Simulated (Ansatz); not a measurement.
# LaSc2F: the cost of one run

Program: Ansatz 0.2.0. Level of theory: DFT PBE, scalar-relativistic, plane waves, PAW. These are calculated values, not measurements.

2 further runs of the same task are left out: 1 that didn't finish, 1 set aside as unsound or not needed.

### Step 1. The structure to begin with

Symmetry: P4/mmm, No. 123, tetragonal system. Conventional cell: a = 4.180 Å, b = 4.180 Å, c = 4.815 Å, α = 90.00°, β = 90.00°, γ = 90.00°. Around La (site symmetry 4/mmm) lie 2 F at 2.41 Å. Around Sc (site symmetry 4/mmm) lie 2 Sc at 2.41 Å. F (site symmetry 4/mmm) has 2 La at 2.41 Å as nearest neighbours.

As a file:

```cif
data_structure
_symmetry_space_group_name_H-M 'P4/mmm'
_symmetry_Int_Tables_number 123
_cell_length_a 4.1801
_cell_length_b 4.1801
_cell_length_c 4.8150
_cell_angle_alpha 90.000
_cell_angle_beta 90.000
_cell_angle_gamma 90.000
_cell_volume 84.13
loop_
_atom_site_label
_atom_site_type_symbol
_atom_site_symmetry_multiplicity
_atom_site_Wyckoff_symbol
_atom_site_fract_x
_atom_site_fract_y
_atom_site_fract_z
_atom_site_occupancy
La1 La 1 c 0.50000 0.50000 0.00000 1
Sc1 Sc 1 a 0.00000 0.00000 0.00000 1
Sc2 Sc 1 b 0.00000 0.00000 0.50000 1
F1 F 1 d 0.50000 0.50000 0.50000 1
```

The cell is invented: random cell by space group and Wyckoff sites (P4/mmm, No. 123). The dimensions are guesses.

### Step 2. A first look at the guess

Contents of input.yaml:

```yaml
crystal:
  lattice:
    - [4.18009997, 0.0, 0.0]
    - [0.0, 4.18009997, 0.0]
    - [0.0, 0.0, 4.81498793]
  atoms:
    - { symbol: La, position: [0.5, 0.5, 0.0] }
    - { symbol: Sc, position: [0.0, 0.0, 0.0] }
    - { symbol: Sc, position: [0.0, 0.0, 0.5] }
    - { symbol: F, position: [0.5, 0.5, 0.5] }
basis:
  ecutwfc: 420
kpoints:
  mp_grid: { grid: [4, 4, 4] }
hamiltonian:
  xc: pbe
scf:
  occupations: { method: gaussian, width: 0.1 }
  lower_state_search: "off"
output:
  forces: true
  stress: true
  eigenvalues: true
```

On the command line:

```
$ ansatz run input.yaml --threads 1 --pin off --max-ram 2560MiB --backend cpu --events-out ev --progress --plain --runs-dir out
```

Q: Estimate wall time and peak memory on 1 thread of Arm Neoverse V1, shared host.

About 3.1 s, with a peak of 0.36 GiB.
